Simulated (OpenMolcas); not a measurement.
# Fe²⁺ among point charges: CASSCF and CASPT2 levels and susceptibility

How does a field of 4 point charges split the states of Fe²⁺, and what χT follows?

Method: state-averaged CASSCF and CASPT2, spin-orbit coupling by RASSI with atomic mean-field integrals. Code: OpenMolcas 26.06.

## Step 1: The system

| Item | Value |
| --- | --- |
| Species | Fe²⁺ (iron, Z = 26, 24 electrons) |
| Basis | ANO-RCC-VDZP [5s4p2d1f], 34 functions |
| Scalar Hamiltonian | DKH2, point nucleus |
| Inactive shells | 1s 2s 2p 3s 3p |
| Active space | 6 electrons in 5 orbitals (3d) |
| Some configurations of this space | 3d6 |
| Orbitals | optimised for each spin and parity, averaged over all roots |

Outer shells as boxes (Hund's rule):

3d6
```
3d [↑↓][↑ ][↑ ][↑ ][↑ ]
```

The ion sits among 4 point charges of -0.8 e arranged as a tetrahedron (Td), 1.69 Å from the ion.

Each step is its own input file, run in one work folder so that later steps find the files of earlier ones. Labels, J, g values, rates, χT and fits are worked out afterwards by a script from the matrices that RASSI stores.

## Step 2: Basis and integrals

a.inp reads:

```
&GATEWAY
Coord
1

Fe 0.0 0.0 0.0
Basis=ANO-RCC-VDZP
Group=NoSym
NoMove
AngMom=0.0 0.0 0.0
AMFI
XField
4 Angstrom 0
0.975722 0.975722 0.975722 -0.800000
0.975722 -0.975722 -0.975722 -0.800000
-0.975722 0.975722 -0.975722 -0.800000
-0.975722 -0.975722 0.975722 -0.800000
&SEWARD
```

On the command line:

```bash
$ OMP_NUM_THREADS=1 MOLCAS_MEM=1689 MOLCAS_PROJECT=a pymolcas a.inp > a.log
```

## Step 3: Reference wave functions, quintets, 5 roots

a.inp reads:

```
&RASSCF
FileOrb=start.orb
Symmetry=1
Spin=5
nActEl=6 0 0
Inactive=9
Ras2=5
CIRoot=5 5 1
SDav=5
CIMx=300
Iter=120 100
PrWF=0.3
OrbListing=Nothing
MaxOrb=0
>>> COPY $Project.JobIph JOB001
```

start.orb holds the contracted functions of the basis, ordered by shell, or the orbitals of the step before.

## Step 4: CASSCF: triplets, 45 roots

a.inp reads:

```
&RASSCF
FileOrb=start.orb
Symmetry=1
Spin=3
nActEl=6 0 0
Inactive=9
Ras2=5
CIRoot=45 45 1
SDav=45
CIMx=300
Iter=120 100
PrWF=0.3
OrbListing=Nothing
MaxOrb=0
>>> COPY $Project.JobIph JOB002
```

## Step 5: Reference wave functions, singlets, 50 roots

a.inp reads:

```
&RASSCF
FileOrb=start.orb
Symmetry=1
Spin=1
nActEl=6 0 0
Inactive=9
Ras2=5
CIRoot=50 50 1
SDav=50
CIMx=300
Iter=120 100
PrWF=0.3
OrbListing=Nothing
MaxOrb=0
>>> COPY $Project.JobIph JOB003
```

## Step 6: State interaction with spin-orbit coupling

a.inp reads:

```
&RASSI
NrOfJobIphs=3 5 45 50
1 2 3 4 5
1 2 3 4 5 6 7 8 9 10 11 12 13 14 15 16 17 18 19 20 21 22 23 24 25 26 27
28 29 30 31 32 33 34 35 36 37 38 39 40 41 42 43 44 45
1 2 3 4 5 6 7 8 9 10 11 12 13 14 15 16 17 18 19 20 21 22 23 24 25 26 27
28 29 30 31 32 33 34 35 36 37 38 39 40 41 42 43 44 45 46 47 48 49 50
IphNames
JOB001
JOB002
JOB003
EJob
SpinOrbit
DIPRint=1.0
SOCoupling=1000.0
Subsets=2
Property=9
'ANGMOM' 1 'ANGMOM' 2 'ANGMOM' 3 'MLTPL  1' 1 'MLTPL  1' 2 'MLTPL  1' 3
'AMFI' 1 'AMFI' 2 'AMFI' 3
SOProperty=3
'ANGMOM' 1 'ANGMOM' 2 'ANGMOM' 3
```

## Step 7: CASPT2: IPEA 0.25, imaginary shift 0.1 (closed shells correlated: 3s 3p)

a.inp reads:

```
>>> COPY JOB001 $Project.JobIph
&CASPT2
Multistate=5 1 2 3 4 5
NoMult
Frozen=5
IPEA=0.25
Imaginary=0.1
MaxIter=60
WThr=0.0 0.3 0.05
PrWF=0.5
NoMix
>>> COPY JOB002 $Project.JobIph
&CASPT2
Multistate=45 1 2 3 4 5 6 7 8 9 10 11 12 13 14 15 16 17 18 19 20 21 22
23 24 25 26 27 28 29 30 31 32 33 34 35 36 37 38 39 40 41 42 43 44 45
NoMult
Frozen=5
IPEA=0.25
Imaginary=0.1
MaxIter=60
WThr=0.0 0.3 0.05
PrWF=0.5
NoMix
>>> COPY JOB003 $Project.JobIph
&CASPT2
Multistate=50 1 2 3 4 5 6 7 8 9 10 11 12 13 14 15 16 17 18 19 20 21 22
23 24 25 26 27 28 29 30 31 32 33 34 35 36 37 38 39 40 41 42 43 44 45 46
47 48 49 50
NoMult
Frozen=5
IPEA=0.25
Imaginary=0.1
MaxIter=60
WThr=0.0 0.3 0.05
PrWF=0.5
NoMix
```

(Steps that only read results are left out.)

Before running it: what results should come out? Wanted: spin-free ground state; first state of the same spin within the active space; lowest level; next level.

**Answer**, as computed:

| quantity | value |
| --- | --- |
| method | SS-CASPT2, IPEA 0.25, imaginary shift 0.1 (closed shells correlated: 3s 3p) |
| spin-free ground state | 5E, 2-fold in its orbital part |
| first state of the same spin within the active space | 5T2 at 2100 cm⁻¹ |
| lowest level | 1-fold A1 |
| next level | 26.1 cm⁻¹ |
| χT at 300 K | 3.80 cm³ K/mol |
| effective moment at 300 K | 5.51 μB |

Cost by method:

```
                                              method  time of its own steps  time with the reference
                                           A. CASSCF                   29 s                     29 s
B. SS-CASPT2, IPEA 0.25, imaginary shift 0.1, +3s 3p                    9 s                     38 s
```

Times are of one thread on a shared host.

In words: The spin-free ground state (5E) comes to 100 % from free-ion D terms and keeps the highest spin of the shell. χT at 300 K is 3.80, against 3.01 cm³ K/mol for the spin alone, so orbital moment adds to it. An active space of the d shell alone favours high spin; real ions in strong fields can be low spin. CASPT2 does not keep the components of a term degenerate, and the means are used. An orbital doublet at a regular site is open to a Jahn-Teller distortion, which this geometry leaves out. The field of point charges can differ much from that of real complexes. This is an electrostatic model: the charges have no orbitals.
